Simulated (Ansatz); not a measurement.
# GeH2S: the cost of one run

Program: Ansatz 0.2.0, Gaussian basis. Level of theory: PBE0-D4/def2-TZVP structures, single points in def2-TZVPP, no counterpoise correction. These are calculated values, not measurements.

Levels: SPW92, PBE-D4, BLYP-D4, r2SCAN-D4, B97M-V, PBE0-D4, B3LYP-D4, r2SCAN0-D4, BHLYP-D4, CAM-B3LYP-D4, wB97X-V, wB97M-V, B2PLYP, PBE-QIDH, RPA on PBE, Hartree-Fock, MP2, CCSD, CCSD(T).

Cores are frozen in the correlated methods. Filled d shells of the heavier atoms are correlated. B3LYP uses VWN-RPA correlation. B2PLYP carries no dispersion term here.

56 further runs of the same task are left out: 56 set aside as unsound or not needed.

## (1) The starting structure

The complex: 6 atoms, charge 0, spin multiplicity 1.

Atoms are counted from 1 here; the program's logs count them from 0.

Bond lengths: Ge1–S3 2.231 Å, Ge1–H5 1.594 Å, H2–H4 0.751 Å, S3–H6 1.342 Å. Angles: S3–Ge1–H5 94.2°, Ge1–S3–H6 100.0°.

Geometry (Å):

```csv
atom,x (Å),y (Å),z (Å)
Ge1,-0.03209,-1.06885,-0.71778
H2,-0.46431,1.63527,-0.91350
S3,1.33532,-0.96262,1.04203
H4,0.00077,1.53008,-1.49395
H5,-1.31409,-0.59248,0.10162
H6,0.47451,-0.54139,1.98157
```

Its parts: GeH₂S holds atoms 1, 3, 5, 6; H₂ holds atoms 2, 4. Each part counts its atoms afresh in its own runs.

## (2) Relaxing GeH₂S alone

Input file relax-a/in.yaml:

```yaml
crystal:
  periodic: [false, false, false]
  atoms:
    - {symbol: Ge, position_ang: [-0.032092, -1.068852, -0.717776]}
    - {symbol: S, position_ang: [1.335315, -0.962624, 1.042034]}
    - {symbol: H, position_ang: [-1.314094, -0.592480, 0.101618]}
    - {symbol: H, position_ang: [0.474510, -0.541394, 1.981573]}
basis:
  gaussian: {orbitals: def2-TZVP}
hamiltonian: {xc: pbe0, dispersion: d4}
relax: {f_tol: 0.005, max_steps: 200}
```

Command:

```sh
$ ansatz run in.yaml --threads 2 --pin off --events-out ev --progress --plain --max-ram 4352MiB
```

**Question.** How long does this run take on 2 threads of Arm Neoverse V2, shared host?

About 5.5 s.
